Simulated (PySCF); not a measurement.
**V(OH)2: structure of the quartet**

Aim: relax V(OH)2 as a quartet from a PBE0 minimum start, check by its vibrations whether the end is a minimum, and collect its spectrum and constants.

Method: PBE0, basis V def2-TZVP, O def2-TZVP, H def2-TZVP, no relativity, density fitting; program: PySCF 2.14.0.

### 1 The starting structure

5 atoms, charge 0, spin multiplicity 4.

Bond lengths: V1–O2 1.775 Å, V1–O3 1.775 Å, O2–H4 0.952 Å, O3–H5 0.952 Å. Angles: O2–V1–O3 180.0°, V1–O2–H4 180.0°, V1–O3–H5 180.0°.

Coordinates in bohr (charge 0 multiplicity 4):
```
V     0.0000    0.0000    0.0000
O     3.3537    0.0000    0.0000
O    -3.3537    0.0000    0.0000
H     5.1521    0.0000    0.0000
H    -5.1521    0.0000    0.0000
```

### 2 First SCF at the start

The steps below are one call of a driver around PySCF. For each, scf.py gives the equivalent set-up of the SCF; relaxations use the driver's own optimiser. After this first run the driver tries any further starts and a stability analysis.

Input file scf.py:

```python
from pyscf import gto, scf, dft
mol = gto.M(atom='''
V      0.000000     0.000000     0.000000
O      1.774720     0.000000     0.000000
O     -1.774720    -0.000000     0.000000
H      2.726350     0.000000     0.000000
H     -2.726350    -0.000000     0.000000''',
    basis={'V': 'def2-TZVP', 'O': 'def2-TZVP', 'H': 'def2-TZVP'},
    charge=0, spin=3)
mf = dft.UKS(mol, xc='PBE0')
mf.grids.atom_grid = (50, 194)
aux = {'V': 'def2-universal-JKFIT', 'O': 'def2-universal-JKFIT', 'H': 'def2-universal-JKFIT'}
mf = mf.density_fit(auxbasis=aux)
mf.conv_tol = 1e-08
mf.diis_space = 10
mf.max_cycle = 60
mf.init_guess = 'minao'
mf.verbose = 4
mf.kernel()
```

The run is started by

```
$ OMP_NUM_THREADS=4 python axn.py task.json out
```

Output:

```text
init E= -1095.12314371857
[... the frontier-level lines of each cycle are left out ...]
cycle= 1 E= -1095.2118208478  delta_E= -0.0887  |g|= 0.747  |ddm|= 1.57
cycle= 2 E= -1094.89136576601  delta_E= 0.32  |g|= 1.19  |ddm|= 0.973
cycle= 3 E= -1095.39600515513  delta_E= -0.505  |g|= 0.22  |ddm|= 0.62
cycle= 4 E= -1095.41329774419  delta_E= -0.0173  |g|= 0.0785  |ddm|= 0.169
cycle= 5 E= -1095.41532622581  delta_E= -0.00203  |g|= 0.0115  |ddm|= 0.0396
cycle= 6 E= -1095.41540711815  delta_E= -8.09e-05  |g|= 0.00287  |ddm|= 0.00861
cycle= 7 E= -1095.41541891165  delta_E= -1.18e-05  |g|= 0.000871  |ddm|= 0.00528
cycle= 8 E= -1095.41542006227  delta_E= -1.15e-06  |g|= 0.0002  |ddm|= 0.00171
cycle= 9 E= -1095.41542009732  delta_E= -3.5e-08  |g|= 5.23e-05  |ddm|= 0.000286
cycle= 10 E= -1095.41542009988  delta_E= -2.57e-09  |g|= 1.47e-05  |ddm|= 0.00011
Extra cycle  E= -1095.41542009955  delta_E= 3.34e-10  |g|= 3.47e-05  |ddm|= 2.68e-05
converged SCF energy = -1095.41542009955  <S^2> = 3.7685212  2S+1 = 4.0092499
```

This step, with its further starts and checks, needed 8.2 s of wall time on 4 threads of AMD EPYC 9R45 (Zen 5), shared host.

Energies from each starting density:

```tsv
start	energy (Eh)
the minimal-basis guess	-1095.415420
a thermally smeared density	-1095.415420
a smeared PBE density	-1095.415420
```

No lower solution of this spin turned up from the other starts or in the test of internal stability.

### 3 PBE0 minimum start, quartet: relaxation

The program finds D∞h symmetry in the start, which this walk keeps. Threshold on the gradient: 0.0003 Eh/bohr, with a further test on the energy change.

scf.py, as its differences from that of step 2:

```diff
@@ -5 +5 @@
-O     -1.774720    -0.000000     0.000000
+O     -1.774720     0.000000     0.000000
@@ -7 +7 @@
-H     -2.726350    -0.000000     0.000000''',
+H     -2.726350     0.000000     0.000000''',
@@ -17 +16,0 @@
-mf.init_guess = 'minao'
```

The optimiser's trace:

```tsv
step	energy (Eh)	change (kJ/mol)	largest symmetric gradient (Eh/bohr)
0	-1095.415420	0.00	0.00000
```

The walk took 1 s.

Geometry (Å) and forces (eV/Å) at some steps:

```
step 0
V    0.000   0.000   0.000   0.000   0.000   0.000
O    1.775   0.000   0.000   0.000   0.000   0.000
O   -1.775   0.000   0.000   0.000   0.000   0.000
H    2.726   0.000   0.000   0.000   0.000   0.000
H   -2.726   0.000   0.000   0.000   0.000   0.000
```

End point (D∞h, 0 steps, 0.0 kJ/mol gained): O–H 0.952 Å (×2), V–O 1.775 Å (×2); H–O–V 180.0° (×2), O–V–O 180.0°.

### 4 Is it a minimum? Harmonic modes

The point is checked on the finer grid, and tightened if its gradient asks for it. The Hessian and the dipole derivatives come from central differences of analytic gradients, with steps of 0.02 bohr.

scf.py, as its differences from that of step 3:

```diff
@@ -4,4 +4,4 @@
-O      1.774720     0.000000     0.000000
-O     -1.774720     0.000000     0.000000
-H      2.726350     0.000000     0.000000
-H     -2.726350     0.000000     0.000000''',
+O      1.774638     0.000000     0.000000
+O     -1.774638    -0.000000    -0.000000
+H      2.726276     0.000000    -0.000000
+H     -2.726276     0.000000     0.000000''',
@@ -11 +11 @@
-mf.grids.atom_grid = (50, 194)
+mf.grids.atom_grid = (75, 302)
@@ -14 +14 @@
-mf.conv_tol = 1e-08
+mf.conv_tol = 1e-10
```

The driver hands on the density of the step before, so the log starts near convergence.

SCF at the final geometry:

```text
init E= -1095.41535446889
[... the frontier-level lines of each cycle are left out ...]
cycle= 1 E= -1095.41535446887  delta_E= 1.09e-11  |g|= 6.55e-06  |ddm|= 5.41e-06
Extra cycle  E= -1095.41535446886  delta_E= 1.75e-11  |g|= 1.02e-05  |ddm|= 7.98e-06
converged SCF energy = -1095.41535446886  <S^2> = 3.7685269  2S+1 = 4.0092527
```

The whole step took 25 s.

Geometry: D∞h; O–H 0.952 Å (×2), V–O 1.775 Å (×2); H–O–V 180.0° (×2), O–V–O 180.0°.

Harmonic modes (main isotopes):

```
symmetry  ω (cm⁻¹)  IR (km/mol)  μ (u)
      πu        58         30.9   2.75
      πg       391          0.0   1.15
      πu       422          433   1.53
     σg+       677          0.0   8.35
     σu+       807          341  12.63
     σu+      4004          387   1.07
     σg+      4007          0.0   1.07
```

Every mode is real; the point is a minimum.

Constants and moments:

* Dipole moment: 0.00 D
* Highest occupied level: -5.55 eV
* Lowest empty level: -1.16 eV
* Rotational constants: 0.1457 cm⁻¹
* Zero-point energy: 67.2 kJ/mol
* Principal polarisabilities: 31.0, 31.0, 50.0 bohr³
* Atomisation energy without zero-point energy: 1830 kJ/mol
* Principal traceless quadrupole moments about the centre of mass: -4.02, -4.02, 8.03 D Å
* Entropy at 298.15 K and 1 bar (electronic part: spin only): 294.5 J/(mol K)
* Heat capacity Cp at 298.15 K: 76.3 J/(mol K)
* Enthalpy at 298.15 K above 0 K: 16.68 kJ/mol
* Rotational symmetry number: 2
* Spin squared ⟨S²⟩: 3.769

Charges (e) and bond orders:

```tsv
atom	Mulliken	Löwdin	polar tensor	spin (Mulliken)	Mayer order to V1
V1	0.96	0.39	1.15	3.15	–
O2,3	-0.80	-0.35	-0.91	-0.08	0.95
H4,5	0.32	0.16	0.33	0.00	0.02
```

Outer orbital energies (eV). α occupied: -12.84, -9.43, -9.43, -8.70, -8.70, -6.24, -6.24, -5.55; empty: -0.77, -0.77, 0.19, 1.83. β occupied: -26.91, -26.48, -14.44, -12.86, -9.42, -9.42, -8.88, -8.88; empty: -1.16, 0.60, 0.60, 0.66.

Mulliken populations on V1: s 6.46, p 12.18, d 3.39, f 0.01.

### 5 Results

```
                                          quantity                                                                      value
                                           minimum                                                               quartet, D∞h
                                          geometry        O–H 0.952 Å (×2), V–O 1.775 Å (×2); H–O–V 180.0° (×2), O–V–O 180.0°
                                wavenumbers (cm⁻¹)  58 (πu), 391 (πg), 422 (πu), 677 (σg+), 807 (σu+), 4004 (σu+), 4007 (σg+)
                                     dipole moment                                                                     0.00 D
highest occupied, lowest empty level (either spin)                                                            -5.55, -1.16 eV
                         polar-tensor charge of V1                                                                    +1.15 e
                                 zero-point energy                                                                67.2 kJ/mol
                               entropy at 298.15 K                                                            294.5 J/(mol K)
         atomisation energy (no zero-point energy)                                                                1830 kJ/mol
                                              ⟨S²⟩                                                                      3.769
```

In words: The PBE0 minimum start keeps its D∞h symmetry and ends in a minimum. The strongest infrared band lies at 422 cm⁻¹ (πu). V1 has a polar-tensor charge of +1.2 e (a dipole derivative, not a static charge), yet symmetry cancels the bond dipoles. Most of the spin sits on V1 (Mulliken spin 3.15, against 3 for the whole molecule). Other starts or spin states, not run here, may lie lower. Open d and f shells are described by one determinant, and the ground state may have another occupation or spin.

The search up to here took 34 s.
